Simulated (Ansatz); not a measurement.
Predict the output of the script below (Ansatz 0.2.0, Python API).

`ch3bs.py`:
```python
'''Binding of a CH3BS dimer at a trial geometry.'''

import ansatz as az

FIRST = [
    ('B', (-0.5908, -0.2339, -0.4357)),
    ('C', (0.5609, 0.2776, 0.4313)),
    ('S', (1.4482, -0.6753, 0.966)),
    ('H', (-0.7415, -1.3252, -0.6799)),
    ('H', (-1.3839, 0.6038, -0.9096)),
    ('H', (0.7072, 1.3531, 0.6279)),
]
SECOND = [
    ('B', (-1.7678, 0.0116, -3.4644)),
    ('C', (-2.9403, -0.2765, -4.4036)),
    ('S', (-3.2451, 0.6885, -5.3818)),
    ('H', (-1.1321, 0.941, -3.5385)),
    ('H', (-1.4941, -0.8366, -2.5921)),
    ('H', (-3.5258, -1.2087, -4.3332)),
]

def energy(atoms, ghosts=()):
    molecule = az.Crystal.molecule()
    for symbol, xyz in atoms:
        molecule = molecule.atom(symbol, xyz)
    calc = (
        molecule.calculation()
        .basis(gaussian='def2-SVPD')
        .functional('B3LYP')
    )
    deck = calc.input()
    if ghosts:
        deck = deck.set(az.key.basis.gaussian.ghost_atoms, [{'symbol': s, 'position_ang': list(xyz)} for s, xyz in ghosts])
    return az.Session.from_dict(deck).plan().execute().report['free_energy_ev']


def main() -> None:
    # monomers in their own basis and in the basis of the dimer
    both = energy(FIRST + SECOND)
    alone = energy(FIRST) + energy(SECOND)
    ghosted = energy(FIRST, SECOND) + energy(SECOND, FIRST)
    print(f'dimer {both:.6f} eV')
    print(f'interaction, uncorrected   {(both - alone):8.3f} eV')
    print(f'interaction, counterpoise  {(both - ghosted):8.3f} eV')
    print(f'basis-set superposition    {(alone - ghosted):8.3f} eV')


if __name__ == '__main__':
    main()
```

```console
$ python ch3bs.py
dimer -25180.238131 eV
interaction, uncorrected      0.150 eV
interaction, counterpoise     0.179 eV
basis-set superposition       0.029 eV
```

Uncorrected it is 0.150 eV, with the counterpoise correction 0.179 eV; the difference, 0.029 eV, is the superposition error. In this basis both values are repulsive.

What to keep in mind:
- Total energies depend on the basis set; only differences at equal settings carry meaning.
- The dimer is a generated trial pose of unrelaxed monomers, not a minimum, so the figure is no binding energy, and the basis set is small.
- b3lyp holds the VWN-RPA fit, as in Gaussian; the form of ORCA and Turbomole is b3lyp5.
- This level lacks the dispersion part of the attraction (electrostatics and induction are there), which can decide the sign where the interaction is weak.
- Finished in 22 s on 1 thread of AMD EPYC 7B13 (Zen 3), with other jobs on the host, peak memory 0.44 GiB.
